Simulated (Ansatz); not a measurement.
**C2H5AlO: basis-set convergence**

How large a basis does C2H5AlO need? Two functionals are run in growing sets.

Computed with Ansatz 0.2.0, Gaussian basis. Level: one geometry, several basis sets.

Plan: PBE0-D4/def2-SVP; ωB97M-V/def2-SVP; PBE0-D4/def2-QZVPP; ωB97M-V/def2-QZVPP; the functionals' def2-TZVPP values are taken from earlier runs.

## Step 1: Structure used throughout

The geometry comes from an earlier relaxation with PBE0-D4 in a triple-zeta def2 set; it is a stationary point, not always the lowest conformer.

9 atoms, charge 0, spin multiplicity 1.

Atoms are counted from 1 here; the program's logs count them from 0.

Bond lengths: Al1–C2 1.947 Å, Al1–O4 1.966 Å, Al1–H5 1.581 Å, Al1–H6 1.585 Å, C2–C3 1.463 Å, C2–H7 1.086 Å, C3–O4 1.438 Å, C3–H8 1.086 Å, C3–H9 1.088 Å. Angles: C2–Al1–O4 47.1°, C2–Al1–H5 119.0°, C2–Al1–H6 115.5°, O4–Al1–H5 111.5°, O4–Al1–H6 109.2°, H5–Al1–H6 125.2°, Al1–C2–C3 100.3°, Al1–C2–H7 134.5°, C3–C2–H7 115.6°, C2–C3–O4 65.2°, C2–C3–H8 119.7°, C2–C3–H9 120.0°, O4–C3–H8 111.8°, O4–C3–H9 114.3°, H8–C3–H9 115.0° and more.

## Step 2: PBE0-D4 in def2-SVP

File in.yaml:

```yaml
crystal:
  periodic: [false, false, false]
  atoms:
    - {symbol: Al, position_ang: [-0.418691, 1.301715, -0.428598]}
    - {symbol: C, position_ang: [-0.587656, -0.632975, -0.289916]}
    - {symbol: C, position_ang: [0.458489, -0.916375, 0.693115]}
    - {symbol: O, position_ang: [0.893820, -0.161442, -0.450310]}
    - {symbol: H, position_ang: [-0.552200, 1.982299, -1.849799]}
    - {symbol: H, position_ang: [-0.312082, 2.078540, 0.949335]}
    - {symbol: H, position_ang: [-0.797852, -1.431256, -0.996284]}
    - {symbol: H, position_ang: [0.916321, -1.901209, 0.724281]}
    - {symbol: H, position_ang: [0.488452, -0.365498, 1.631173]}
basis:
  gaussian: {orbitals: def2-SVP}
hamiltonian: {xc: pbe0, dispersion: d4}
output: {orbitals: {seedname: orbitals}}
```

Launch:

```sh
$ ansatz run in.yaml --threads 2 --pin off --events-out ev --progress --plain --max-ram 4352MiB
```

After this run come: ωB97M-V in def2-SVP; PBE0-D4 in def2-QZVPP; ωB97M-V in def2-QZVPP.

Before running them: what should the planned runs give, taken together? Wanted: PBE0-D4: double and triple zeta above quadruple; ωB97M-V: double and triple zeta above quadruple.

**Answer**, as computed:

| quantity | value |
| --- | --- |
| PBE0-D4: double and triple zeta above quadruple | 7.60, 0.44 eV |
| ωB97M-V: double and triple zeta above quadruple | 7.75, 0.43 eV |

For PBE0-D4 the step from double to triple zeta gains 7.15 eV and the next only 0.44 eV. These are total energies; as a rule much of such shifts cancels in differences, which this series doesn't test. The LUMO of ωB97M-V is positive and keeps falling with the basis (1.66 to 0.77 eV): an unbound level that the basis holds in place.
